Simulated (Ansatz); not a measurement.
# B2H8Si2: the cost of one run

Program: Ansatz 0.2.0, Gaussian basis. Level of theory: the settings change from run to run. These are calculated values, not measurements.

1 further run of the same task is left out (it didn't finish).

### Step 1. The molecule

The structure was relaxed beforehand with PBE0-D4 in a triple-zeta def2 set.

12 atoms, charge 0, spin multiplicity 1.

Atoms are counted from 1 here; the program's logs count them from 0.

Bond lengths: B1–Si2 1.980 Å, B1–H5 1.196 Å, B1–H6 1.195 Å, Si2–B3 1.980 Å, Si2–Si4 2.374 Å, Si2–H7 1.490 Å, B3–H8 1.196 Å, B3–H9 1.195 Å, Si4–H10 1.488 Å, Si4–H11 1.485 Å, Si4–H12 1.487 Å. Angles: Si2–B1–H5 118.8°, Si2–B1–H6 122.5°, H5–B1–H6 118.6°, B1–Si2–B3 117.4°, B1–Si2–Si4 96.2°, B1–Si2–H7 117.0°, B3–Si2–Si4 96.3°, B3–Si2–H7 117.1°, Si4–Si2–H7 106.7°, Si2–B3–H8 118.8°, Si2–B3–H9 122.5°, H8–B3–H9 118.6°, Si2–Si4–H10 110.2°, Si2–Si4–H11 110.0°, Si2–Si4–H12 110.2°, H10–Si4–H11 109.1°, H10–Si4–H12 108.3°, H11–Si4–H12 109.1°.

As a file:

```mol
B2H8Si2
  3D, bonds by distance, orders not assigned

 12 11  0  0  0  0  0  0  0  0999 V2000
   -1.0837    1.6788   -0.2613 B   0  0
    0.3137    0.5870    0.6201 Si  0  0
   -0.2878   -0.8822    1.8038 B   0  0
    0.8009   -0.7750   -1.2618 Si  0  0
   -2.1281    1.1649   -0.5349 H   0  0
   -0.8998    2.8123   -0.5919 H   0  0
    1.5812    1.2781    0.9884 H   0  0
   -1.3213   -1.4316    1.5590 H   0  0
    0.3732   -1.2860    2.7137 H   0  0
    1.2806    0.0644   -2.3923 H   0  0
   -0.4181   -1.5095   -1.6865 H   0  0
    1.8660   -1.7562   -0.9223 H   0  0
  1  2  8  0
  2  3  8  0
  2  4  8  0
  1  5  8  0
  1  6  8  0
  2  7  8  0
  3  8  8  0
  3  9  8  0
  4 10  8  0
  4 11  8  0
  4 12  8  0
M  END
```

### Step 2. B2PLYP/def2-TZVPP

Set apart from the defaults: high accuracy.

in.yaml reads:

```yaml
crystal:
  periodic: [false, false, false]
  atoms:
    - {symbol: B, position_ang: [-1.083686, 1.678804, -0.261340]}
    - {symbol: Si, position_ang: [0.313748, 0.587020, 0.620085]}
    - {symbol: B, position_ang: [-0.287829, -0.882246, 1.803811]}
    - {symbol: Si, position_ang: [0.800913, -0.774989, -1.261794]}
    - {symbol: H, position_ang: [-2.128140, 1.164865, -0.534881]}
    - {symbol: H, position_ang: [-0.899773, 2.812291, -0.591919]}
    - {symbol: H, position_ang: [1.581238, 1.278131, 0.988394]}
    - {symbol: H, position_ang: [-1.321298, -1.431643, 1.559013]}
    - {symbol: H, position_ang: [0.373191, -1.285987, 2.713704]}
    - {symbol: H, position_ang: [1.280643, 0.064399, -2.392263]}
    - {symbol: H, position_ang: [-0.418143, -1.509515, -1.686540]}
    - {symbol: H, position_ang: [1.866034, -1.756229, -0.922268]}
basis:
  gaussian: {orbitals: def2-TZVPP}
hamiltonian: {xc: {name: B2PLYP}}
accuracy: high
output: {forces: true}
```

The run is started by

```bash
$ ansatz run in.yaml --threads 2 --pin off --events-out ev --progress --plain --max-ram 4352MiB
```

**Question.** How long does this run take on 2 threads of Intel Xeon Platinum 8488C, shared host, and how much memory does it need?

About 69 s, with a peak of 1.9 GiB.
